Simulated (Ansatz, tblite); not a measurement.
# Ga(PF3)H3 (GaPH3F3): one state, many levels

Aim: run the singlet of Ga(PF3)H3 (GaPH3F3) at one geometry on many levels, and compare frontier levels, spin and run time.

Program: Ansatz 0.2.0, Gaussian basis. Level of theory: level and basis change from run to run. These are calculated values, not measurements.

Levels to be run: GFN1-xTB, GFN2-xTB, PBE-D4/def2-TZVP, r2SCAN-D4/def2-TZVP, BHLYP-D4/def2-TZVP, LDA/def2-TZVP, r2SCANh-D4/def2-TZVP, PBE-D4/def2-SVP, PBE0-D4/def2-SVP, HF/STO-3G, CCSD(T)/def2-SVP, MP2/def2-TZVP.

### Step 1. The geometry

The geometry is that of the singlet, from an earlier relaxation (PBE0-D4/def2-SVP).

8 atoms, charge 0, spin multiplicity 1.

Bond lengths: F1–P5 1.578 Å, F2–P5 1.578 Å, F3–P5 1.578 Å, Ga4–P5 2.512 Å, Ga4–H6 1.573 Å, Ga4–H7 1.573 Å, Ga4–H8 1.573 Å. Angles: P5–Ga4–H6 94.0°, P5–Ga4–H7 94.1°, P5–Ga4–H8 94.1°, H6–Ga4–H7 119.5°, H6–Ga4–H8 119.5°, H7–Ga4–H8 119.5°, F1–P5–F2 99.3°, F1–P5–F3 99.3°, F1–P5–Ga4 118.4°, F2–P5–F3 99.3°, F2–P5–Ga4 118.3°, F3–P5–Ga4 118.4°.

As a file:

```mol
F3GaH3P
  3D, bonds by distance, orders not assigned

  8  7  0  0  0  0  0  0  0  0999 V2000
   -1.3848    0.0719    1.7687 F   0  0
    0.7625    1.1558    1.7674 F   0  0
    0.6276   -1.2458    1.7611 F   0  0
   -0.0015    0.0051   -1.4950 Ga  0  0
    0.0003   -0.0040    1.0165 P   0  0
    1.5673   -0.0412   -1.6063 H   0  0
   -0.7451    1.3877   -1.6008 H   0  0
   -0.8264   -1.3295   -1.6117 H   0  0
  1  5  8  0
  2  5  8  0
  3  5  8  0
  4  5  8  0
  4  6  8  0
  4  7  8  0
  4  8  8  0
M  END
```

PBE0-D4/def2-TZVP was run before; its log isn't repeated, and its numbers join the tables.

### Step 2. GFN1-xTB

Tight binding, by tblite at 300 K electronic temperature and without a spin-polarisation term:

```python
tblite.interface.Calculator('GFN1-xTB', numbers, positions, charge=0, uhf=0).singlepoint()
```

Energy -576.1900 eV, HOMO -12.58 eV, LUMO -7.69 eV; 0.005 s.

### Step 3. GFN2-xTB

Tight binding, by tblite at 300 K electronic temperature and without a spin-polarisation term:

```python
tblite.interface.Calculator('GFN2-xTB', numbers, positions, charge=0, uhf=0).singlepoint()
```

Energy -531.8719 eV, HOMO -11.84 eV, LUMO -6.81 eV; 0.003 s.

### Step 4. PBE-D4/def2-TZVP

start.molden holds the orbitals of an earlier run on this state, given as this run's starting guess.

Contents of in.yaml:

```yaml
crystal:
  periodic: [false, false, false]
  atoms:
    - {symbol: F, position_ang: [-1.384781, 0.071877, 1.768681]}
    - {symbol: F, position_ang: [0.762510, 1.155774, 1.767366]}
    - {symbol: F, position_ang: [0.627617, -1.245785, 1.761104]}
    - {symbol: Ga, position_ang: [-0.001509, 0.005147, -1.494969]}
    - {symbol: P, position_ang: [0.000309, -0.003996, 1.016539]}
    - {symbol: H, position_ang: [1.567285, -0.041184, -1.606266]}
    - {symbol: H, position_ang: [-0.745085, 1.387697, -1.600801]}
    - {symbol: H, position_ang: [-0.826355, -1.329540, -1.611654]}
basis:
  gaussian: {orbitals: def2-TZVP, initial_orbitals: start.molden}
hamiltonian: {xc: pbe, dispersion: d4}
scf: {omitted_lower_state_checks: [starts]}
output: {forces: true, orbitals: {seedname: orbitals}}
```

On the command line:

```console
$ ansatz run in.yaml --threads 2 --pin off --events-out ev --progress --plain --max-ram 4352MiB
```

The runs that follow: r2SCAN-D4/def2-TZVP; BHLYP-D4/def2-TZVP; LDA/def2-TZVP; r2SCANh-D4/def2-TZVP; PBE-D4/def2-SVP; PBE0-D4/def2-SVP; HF/STO-3G; CCSD(T)/def2-SVP; MP2/def2-TZVP.

Q: Predict the results of all the runs planned. Wanted: gap in def2-TZVP, functionals, smallest and largest; correlation energy, CCSD(T)/def2-SVP; correlation energy, MP2/def2-TZVP; binding an atom, CCSD(T)/def2-SVP; PBE0 total energy, smallest basis above largest.

**Answer**, as computed:

| quantity | value |
| --- | --- |
| gap in def2-TZVP, functionals, smallest and largest | 5.25 eV (LDA), 9.77 eV (BHLYP-D4) |
| correlation energy, CCSD(T)/def2-SVP | -25.63 eV |
| correlation energy, MP2/def2-TZVP | -30.91 eV |
| binding an atom, CCSD(T)/def2-SVP | 2.735 eV |
| PBE0 total energy, smallest basis above largest | 20.90 eV (def2-SVP, def2-TZVP) |

What this shows: Over the functionals in def2-TZVP the gap runs from 5.25 eV (LDA) to 9.77 eV (BHLYP-D4); exact exchange widens it. The functionals in def2-TZVP miss CCSD(T)/def2-SVP by +0.183 (BHLYP-D4) to +0.924 eV (LDA) an atom. The yardstick is in a double-zeta basis, so levels in larger sets aren't compared like for like. CCSD(T)/def2-SVP isn't at the basis-set limit; small misses against it rank nothing.
